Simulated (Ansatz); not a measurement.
# AlH2O2: the cost of one run

Method: DFT r2SCAN, scalar-relativistic, plane waves, PAW, in Ansatz 0.2.0.

3 further runs of the same task are left out: 1 that didn't finish, 2 set aside as unsound or not needed.

## Step 1: The structure to begin with

It takes space group P-3m1 (No. 164, trigonal). Conventional cell: a = 3.032 Å, b = 3.032 Å, c = 4.148 Å, α = 90.00°, β = 90.00°, γ = 120.00°. Al (site symmetry -3m) is surrounded by 6 O at 2.00 Å. H (site symmetry 3m) has 1 O at 0.80 Å in its first shell of neighbours. O (site symmetry 3m) is surrounded by 1 H at 0.80 Å.

As a file:

```xyz
5
Lattice="3.0316 0.0000 0.0000 -1.5158 2.6254 0.0000 0.0000 0.0000 4.1483" Properties=species:S:1:pos:R:3 pbc="T T T"
Al    0.0000    0.0000    0.0000
H     0.0000    1.7503    2.3828
H     1.5158    0.8751    1.7655
O     0.0000    1.7503    3.1788
O     1.5158    0.8751    0.9695
```

This is candidate A: CaH2O2 type (P-3m1, No. 164).

(A quick probe on a coarse mesh, which set the mesh and smearing, is not shown.)

## Step 3: Coarse relaxation (candidate A)

input.yaml

```yaml
crystal:
  lattice:
    - [3.0316043151, 0.0, 0.0]
    - [-1.5158021575, 2.6254463511, 0.0]
    - [0.0, 0.0, 4.148286465]
  atoms:
    - { symbol: Al, position: [0.0, 0.0, 0.0] }
    - { symbol: H, position: [0.3333333333, 0.6666666667, 0.5744] }
    - { symbol: H, position: [0.6666666667, 0.3333333333, 0.4256] }
    - { symbol: O, position: [0.3333333333, 0.6666666667, 0.7663] }
    - { symbol: O, position: [0.6666666667, 0.3333333333, 0.2337] }
basis:
  ecutwfc: 500
kpoints:
  mp_grid: { grid: [6, 6, 4] }
hamiltonian:
  xc: r2scan
scf:
  occupations: { method: gaussian, width: 0.1 }
  lower_state_search: "off"
output:
  forces: true
  stress: true
  eigenvalues: true
relax:
  adjacent_minimum: "off"
  f_tol: 0.04
  max_steps: 70
  cell: { stress_tol: 0.4 }
```

Started as:

```
$ ansatz run input.yaml --threads 1 --pin off --max-ram 2560MiB --backend cpu --events-out ev --progress --plain --runs-dir out
```

Q: Estimate wall time and peak memory on 1 thread of Arm Neoverse V2, shared host.

About 40 s, with a peak of 0.4 GiB.
